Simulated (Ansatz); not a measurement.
# K2Sm: the cost of one run

Computed with Ansatz 0.2.0 (DFT PBE, scalar-relativistic, plane waves, PAW; 4f electrons in the core of a trivalent norm-conserving potential, unless a step's input says otherwise).

2 further runs of the same task are left out: 1 that didn't finish, 1 set aside as unsound or not needed. Runs told in other sessions of the task aren't counted.

## (1) The system as given

Symmetry: Fd-3m, No. 227, cubic system. The conventional cell has a = 9.145 Å, b = 9.145 Å, c = 9.145 Å, α = 90.00°, β = 90.00°, γ = 90.00°. Around K (site symmetry -3m) lie 6 K at 3.23 Å and 6 Sm at 3.79 Å. Sm (site symmetry -43m) is surrounded by 12 K at 3.79 Å and 4 Sm at 3.96 Å.

As a file:

```
K Sm
1.0
     0.00000    4.57262    4.57262
     4.57262    0.00000    4.57262
     4.57262    4.57262    0.00000
K Sm
4 2
Cartesian
  1.1432 1.1432 1.1432
  1.1432 3.4295 3.4295
  3.4295 3.4295 1.1432
  3.4295 1.1432 3.4295
  4.5726 4.5726 4.5726
  6.8589 6.8589 6.8589
```

A structure generator made this guess: species swapped into a database cell of LaIr2 (Fd-3m, No. 227), with Sm on the La sites and K on the Ir sites. The dimensions are guesses.

## (2) The guess as it stands, on a coarse mesh

Contents of input.yaml:

```yaml
crystal:
  lattice:
    - [0.0, 4.572618, 4.572618]
    - [4.572618, 0.0, 4.572618]
    - [4.572618, 4.572618, 0.0]
  atoms:
    - { symbol: K, position: [0.125, 0.125, 0.125] }
    - { symbol: K, position: [0.625, 0.125, 0.125] }
    - { symbol: K, position: [0.125, 0.125, 0.625] }
    - { symbol: K, position: [0.125, 0.625, 0.125] }
    - { symbol: Sm, position: [0.5, 0.5, 0.5] }
    - { symbol: Sm, position: [0.75, 0.75, 0.75] }
basis:
  ecutwfc: 690
kpoints:
  mp_grid: { grid: [4, 4, 4] }
hamiltonian:
  xc: pbe
  pseudopotentials:
    kind: paw
    azcp: { Sm: "pseudopotentials/pbe/nc/lanthanide_3plus/Sm.nc.azcp" }
scf:
  occupations: { method: gaussian, width: 0.1 }
  lower_state_search: "off"
output:
  forces: true
  stress: true
  eigenvalues: true
```

On the command line:

```bash
$ ansatz run input.yaml --threads 1 --pin off --max-ram 2560MiB --backend cpu --events-out ev --progress --plain --runs-dir out
```

Q: Estimate wall time and peak memory on 1 thread of Arm Neoverse V1, shared host.

About 8.2 s, with a peak of 0.5 GiB.
